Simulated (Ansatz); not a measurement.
# Sr2GeO4: the cost of one run

Computed with Ansatz 0.2.0 (DFT, PBE, plane-wave PAW, default files, scalar-relativistic, as far as a step names no other, unless a step's input says otherwise).

### Step 1. The starting structure

Symmetry: P2_1/c, No. 14, monoclinic system. The conventional cell has a = 5.849 Å, b = 7.226 Å, c = 11.110 Å, α = 90.00°, β = 116.97°, γ = 90.00°. Sr (site symmetry 1) has 6 O at 2.38 to 2.79 Å as nearest neighbours. Around Sr (site symmetry 1) lie 8 O at 2.53 to 2.79 Å. Around Ge (site symmetry 1) lie 4 O at 1.74 to 1.78 Å. O (site symmetry 1) is surrounded by 1 Ge at 1.74 Å and 1 Sr at 2.38 Å. O (site symmetry 1) has 1 Ge at 1.78 Å and 2 Sr at 2.54 to 2.62 Å as nearest neighbours. O (site symmetry 1) has 1 Ge at 1.77 Å and 2 Sr at 2.53 to 2.59 Å as nearest neighbours. O (site symmetry 1) is surrounded by 1 Ge at 1.76 Å and 2 Sr at 2.54 to 2.55 Å.

Structure file:

```cif
data_structure
_symmetry_space_group_name_H-M 'P 1'
_symmetry_Int_Tables_number 1
_cell_length_a 5.8489
_cell_length_b 7.2258
_cell_length_c 11.1099
_cell_angle_alpha 90.000
_cell_angle_beta 116.973
_cell_angle_gamma 90.000
_cell_volume 418.46
loop_
_atom_site_label
_atom_site_type_symbol
_atom_site_fract_x
_atom_site_fract_y
_atom_site_fract_z
_atom_site_occupancy
Sr1 Sr 0.29952 0.34703 0.57099 1
Sr2 Sr 0.70048 0.84703 0.92901 1
Sr3 Sr 0.70048 0.65297 0.42901 1
Sr4 Sr 0.29952 0.15297 0.07099 1
Sr5 Sr 0.01962 0.99700 0.30029 1
Sr6 Sr 0.98038 0.49700 0.19971 1
Sr7 Sr 0.98038 0.00300 0.69971 1
Sr8 Sr 0.01962 0.50300 0.80029 1
Ge1 Ge 0.34724 0.78328 0.58245 1
Ge2 Ge 0.65276 0.28328 0.91755 1
Ge3 Ge 0.65276 0.21672 0.41755 1
Ge4 Ge 0.34724 0.71672 0.08245 1
O1 O 0.27615 0.01813 0.56088 1
O2 O 0.72385 0.51813 0.93912 1
O3 O 0.72385 0.98187 0.43912 1
O4 O 0.27615 0.48187 0.06088 1
O5 O 0.26445 0.66992 0.42575 1
O6 O 0.73555 0.16992 0.07425 1
O7 O 0.73555 0.33008 0.57425 1
O8 O 0.26445 0.83008 0.92575 1
O9 O 0.14377 0.67041 0.63870 1
O10 O 0.85623 0.17041 0.86130 1
O11 O 0.85623 0.32959 0.36130 1
O12 O 0.14377 0.82959 0.13870 1
O13 O 0.67372 0.74743 0.69254 1
O14 O 0.32628 0.24743 0.80746 1
O15 O 0.32628 0.25257 0.30746 1
O16 O 0.67372 0.75257 0.19254 1
```

### Step 2. First run, atoms as given

Contents of input.yaml:

```yaml
crystal:
  lattice:
    - [5.8489424715, 0.0, 0.0]
    - [0.0, 7.22580176, 0.0]
    - [-5.0391562289, 0.0, 9.9013046893]
  atoms:
    - { symbol: Sr, position: [0.29951578, 0.34702826, 0.57099307] }
    - { symbol: Sr, position: [0.70048422, 0.84702826, 0.92900693] }
    - { symbol: Sr, position: [0.70048422, 0.65297174, 0.42900693] }
    - { symbol: Sr, position: [0.29951578, 0.15297174, 0.07099307] }
    - { symbol: Sr, position: [0.01962034, 0.99700065, 0.30028512] }
    - { symbol: Sr, position: [0.98037966, 0.49700065, 0.19971488] }
    - { symbol: Sr, position: [0.98037966, 0.00299935, 0.69971488] }
    - { symbol: Sr, position: [0.01962034, 0.50299935, 0.80028512] }
    - { symbol: Ge, position: [0.34724238, 0.78328418, 0.58245266] }
    - { symbol: Ge, position: [0.65275762, 0.28328418, 0.91754734] }
    - { symbol: Ge, position: [0.65275762, 0.21671582, 0.41754734] }
    - { symbol: Ge, position: [0.34724238, 0.71671582, 0.08245266] }
    - { symbol: O, position: [0.27615217, 0.0181331, 0.56087822] }
    - { symbol: O, position: [0.72384783, 0.5181331, 0.93912178] }
    - { symbol: O, position: [0.72384783, 0.9818669, 0.43912178] }
    - { symbol: O, position: [0.27615217, 0.4818669, 0.06087822] }
    - { symbol: O, position: [0.26445367, 0.66991825, 0.42574549] }
    - { symbol: O, position: [0.73554633, 0.16991825, 0.07425451] }
    - { symbol: O, position: [0.73554633, 0.33008175, 0.57425451] }
    - { symbol: O, position: [0.26445367, 0.83008175, 0.92574549] }
    - { symbol: O, position: [0.14376635, 0.67041281, 0.63870368] }
    - { symbol: O, position: [0.85623365, 0.17041281, 0.86129632] }
    - { symbol: O, position: [0.85623365, 0.32958719, 0.36129632] }
    - { symbol: O, position: [0.14376635, 0.82958719, 0.13870368] }
    - { symbol: O, position: [0.67372121, 0.74743167, 0.69254083] }
    - { symbol: O, position: [0.32627879, 0.24743167, 0.80745917] }
    - { symbol: O, position: [0.32627879, 0.25256833, 0.30745917] }
    - { symbol: O, position: [0.67372121, 0.75256833, 0.19254083] }
kpoints:
  mp_grid: { grid: [4, 3, 2] }
scf:
  occupations: { method: fermi_dirac, width: 0.02 }
hamiltonian:
  xc: pbe
  pseudopotentials: { kind: paw }
output:
  forces: true
  stress: true
  populations: true
  efg:
    quadrupole_moments_barn: { Sr: 0.305, Ge: -0.196, O: -0.02558 }
    contact_densities: true
```

On the command line:

```console
$ ansatz run input.yaml --threads 1 --pin off --max-ram 2560MiB --backend cpu --events-out ev --progress --plain --runs-dir out
```

What time and memory should one allow on 1 thread of Intel Xeon Platinum 8488C (Sapphire Rapids), shared host?

About 99 s, with a peak of 1 GiB.
